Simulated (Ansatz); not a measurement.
Working through a formation energy from the elements of YAl2 and its elements

Computed with Ansatz's Python interface.

The script reads `yal2_yal2.cif`:
```cif
data_YAl2
_cell_length_a 5.549992
_cell_length_b 5.549992
_cell_length_c 5.549992
_cell_angle_alpha 60.00000
_cell_angle_beta 60.00000
_cell_angle_gamma 60.00000
_symmetry_space_group_name_H-M 'P 1'
_symmetry_Int_Tables_number 1
loop_
_symmetry_equiv_pos_as_xyz
'x, y, z'
loop_
_atom_site_label
_atom_site_type_symbol
_atom_site_fract_x
_atom_site_fract_y
_atom_site_fract_z
Y1 Y    0.750000    0.750000    0.750000
Y2 Y    0.500000    0.500000    0.500000
Al3 Al    0.125000    0.625000    0.125000
Al4 Al    0.125000    0.125000    0.625000
Al5 Al    0.625000    0.125000    0.125000
Al6 Al    0.125000    0.125000    0.125000
```

Contents of `yal2_y.extxyz`:
```text
2
Lattice="3.6474 0.0 0.0 -1.8237 3.15874106 0.0 0.0 0.0 5.7306" Properties=species:S:1:pos:R:3 pbc="T T T"
Y    -0.00000000    2.10582737    1.43265000
Y     1.82370000    1.05291369    4.29795000
```

`yal2_al.cif`
```cif
data_Al
_cell_length_a 2.863507
_cell_length_b 2.863507
_cell_length_c 2.863507
_cell_angle_alpha 60.00000
_cell_angle_beta 60.00000
_cell_angle_gamma 60.00000
_symmetry_space_group_name_H-M 'P 1'
_symmetry_Int_Tables_number 1
loop_
_symmetry_equiv_pos_as_xyz
'x, y, z'
loop_
_atom_site_label
_atom_site_type_symbol
_atom_site_fract_x
_atom_site_fract_y
_atom_site_fract_z
Al1 Al    0.000000    0.000000    0.000000
```

Notebook, run cell by cell (the value of a cell's last expression is shown):

In [1]:
```python
from collections import Counter

import ansatz as az
from ase.io import read
import numpy as np
```

In [2]:
```python
def compute(name, crystal):
    calc = crystal.calculation()
    calc = calc.functional(az.Functional.R2SCAN).accuracy("medium")
    calc = calc.mixing("msr1", preconditioner="kerker").scf(tolerance=1e-05, max_iterations=100)
    calc = calc.basis(600).kpoints(spacing=0.39)
    calc = calc.occupations("cold", width=0.1).stress()
    calc = calc.relax(force_tolerance=0.03, fix_cell=["shape"])
    return calc.run(threads=1)
```

In [3]:
```python
def counts(outcome):
    return Counter(site.symbol for site in outcome.lattice.sites)
```

In [4]:
```python
def formation_energy(outcome, mu):
    n = counts(outcome)
    return (outcome.report["energy_sigma0_ev"] - sum(k * mu[element] for element, k in n.items())) / sum(n.values())
```

In [5]:
```python
def volume_per_atom(outcome):
    return abs(np.linalg.det(outcome.lattice.cell_ang)) / len(outcome.lattice.sites)

phases = {}
atoms = read("yal2_yal2.cif")
yal2 = az.Crystal.from_ase(atoms)
phases["YAl2"] = yal2
y = az.Crystal.from_extxyz("yal2_y.extxyz")
phases["Y"] = y
atoms = read("yal2_al.cif")
al = az.Crystal.from_ase(atoms)
phases["Al"] = al
```

In [6]:
```python
done = {name: compute(name, crystal) for name, crystal in phases.items()}
```
```text
DeckWarning: scf.convergence.dr2_threshold = 1e-5 eV is looser than this run's default, which is 1e-7 eV or tighter. The error in the forces grows as the threshold's square root, so leave the key out unless less accurate forces are enough
DeckWarning: relax.cell: scf.convergence.dr2_threshold = 1e-5 eV is looser than the 6e-10 eV advised for a relaxation that steers and ends on the stress (1e-10 eV for each atom of the cell: 6). What [...]
DeckWarning: relax.cell: scf.convergence.dr2_threshold = 1e-5 eV is looser than the 2e-10 eV advised for a relaxation that steers and ends on the stress (1e-10 eV for each atom of the cell: 2). What [...]
DeckWarning: relax.cell: scf.convergence.dr2_threshold = 1e-5 eV is looser than the 1e-10 eV advised for a relaxation that steers and ends on the stress (1e-10 eV for each atom of the cell: 1). What [...]
```

In [7]:
```python
# chemical potentials of the elements at zero temperature
references = {"Y": "Y", "Al": "Al"}
mu = {element: done[name].report["energy_sigma0_ev"] / len(done[name].lattice.sites) for element, name in references.items()}
```

In [8]:
```python
target = done["YAl2"]
heat = formation_energy(target, mu)
for element, value in mu.items():
    print(f"mu({element}) = {value:.4f} eV from {references[element]}, {volume_per_atom(done[references[element]]):.2f} A^3/atom")
print(f"formation energy of YAl2: {heat:.4f} eV/atom = {96.4853 * heat:.1f} kJ/mol of atoms")
```
```text
mu(Y) = -3859.7087 eV from Y, 33.16 A^3/atom
mu(Al) = -540.4622 eV from Al, 15.88 A^3/atom
formation energy of YAl2: -0.5729 eV/atom = -55.3 kJ/mol of atoms
```

The formation energy is -0.573 eV an atom (-55.3 kJ per mole of atoms), so YAl2 lies below the reference phases.

Caveats:
- The settings weren't tested for convergence.
- For the metals among these phases the mesh is modest: differences between phases can be off by up to 40 meV an atom.
- Atoms and volume are relaxed with the cell's shape held, which in cells of lower than cubic symmetry can hide stresses and shift volumes.
- The cells come from databases of deposited and of computed structures, and not all need be stable phases.
- Warnings are shown shortened and without file and line.
- The compound is the structure given, not necessarily its lowest; energies are at zero temperature, with no correction for gases. A semilocal functional's error on such energies is often 0.05 to 0.1 eV an atom, and 0.1 to 0.3 eV against gases such as O2 or F2.
- Hardware and time: 22 s on 1 thread of Arm Neoverse V2, on a shared host, peak memory 0.88 GiB.

(Lines on the test bed's own set-up are left out of the output.)
